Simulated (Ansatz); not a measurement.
# GeCl₂ + HCl: a complex and its separated parts

The complex below is one end of an elementary step. How strongly is it bound against its free parts?

Program: Ansatz 0.2.0, Gaussian basis. Level of theory: PBE0-D4/def2-TZVP structures, single points in def2-TZVPP, no counterpoise correction. These are calculated values, not measurements.

Levels: SPW92, PBE-D4, BLYP-D4, r2SCAN-D4, B97M-V, PBE0-D4, B3LYP-D4, r2SCAN0-D4, BHLYP-D4, CAM-B3LYP-D4, wB97X-V, wB97M-V, B2PLYP, PBE-QIDH, RPA on PBE, Hartree-Fock, MP2, CCSD, CCSD(T).

Correlated methods freeze the cores. Filled d shells of the heavier atoms are correlated. B3LYP uses VWN-RPA correlation. B2PLYP carries no dispersion term here.

## 1. Where the work starts

The complex: 5 atoms, charge 0, spin multiplicity 1.

Atoms are counted from 1 here; the program's logs count them from 0.

Bond lengths: Ge1–Cl4 2.188 Å, Ge1–Cl5 2.222 Å, Cl2–H3 1.287 Å. Angles: Cl4–Ge1–Cl5 99.1°.

Coordinates:

```xyz
5
Cl3GeH
Ge    0.4626   -1.1604   -0.6387
Cl    1.1672    1.5302    0.4383
H    -0.0603    1.7125    0.0978
Cl   -0.1334   -1.9164    1.3266
Cl   -1.4361   -0.1659   -1.2241
```

Its parts: GeCl₂ holds atoms 1, 4, 5; HCl holds atoms 2, 3. Each part counts its atoms afresh in its own runs.

## 2. Relaxing GeCl₂ alone

File relax-a/in.yaml:

```yaml
crystal:
  periodic: [false, false, false]
  atoms:
    - {symbol: Ge, position_ang: [0.462593, -1.160413, -0.638718]}
    - {symbol: Cl, position_ang: [-0.133356, -1.916447, 1.326602]}
    - {symbol: Cl, position_ang: [-1.436143, -0.165866, -1.224126]}
basis:
  gaussian: {orbitals: def2-TZVP}
hamiltonian: {xc: pbe0, dispersion: d4}
relax: {f_tol: 0.005, max_steps: 200}
```

No record of the launch command was kept for these runs.

Further steps of the session: Relaxing HCl alone; wB97M-V/def2-TZVPP; CCSD(T)/def2-TZVPP; Vibrations of GeCl₂; Vibrations of HCl.

**Question.** What will these runs give? Wanted: complex less parts, CCSD(T)/def2-TZVPP; with zero-point energy; largest T1 diagnostic.

The runs gave:

```
                              quantity      value
complex less parts, CCSD(T)/def2-TZVPP  -0.137 eV
                with zero-point energy  -0.099 eV
                 largest T1 diagnostic      0.013
```

What this shows: At CCSD(T) the complex lies 0.137 eV below its parts. The functionals run from B2PLYP, off by +0.015 eV, to SPW92, off by -0.249 eV, against CCSD(T). Mean unsigned error by rung: LDA 0.249, GGA 0.114, meta-GGA 0.078, hybrid 0.085, range-separated hybrid 0.071, double hybrid 0.026 eV. PBE-D4 gives a relative energy 0.126 eV too low, outside chemical accuracy (1 kcal/mol, 0.043 eV). No counterpoise was applied, and triple zeta lacks some correlation, so the CCSD(T) reference has a basis error of its own, and close matches with it are partly luck.
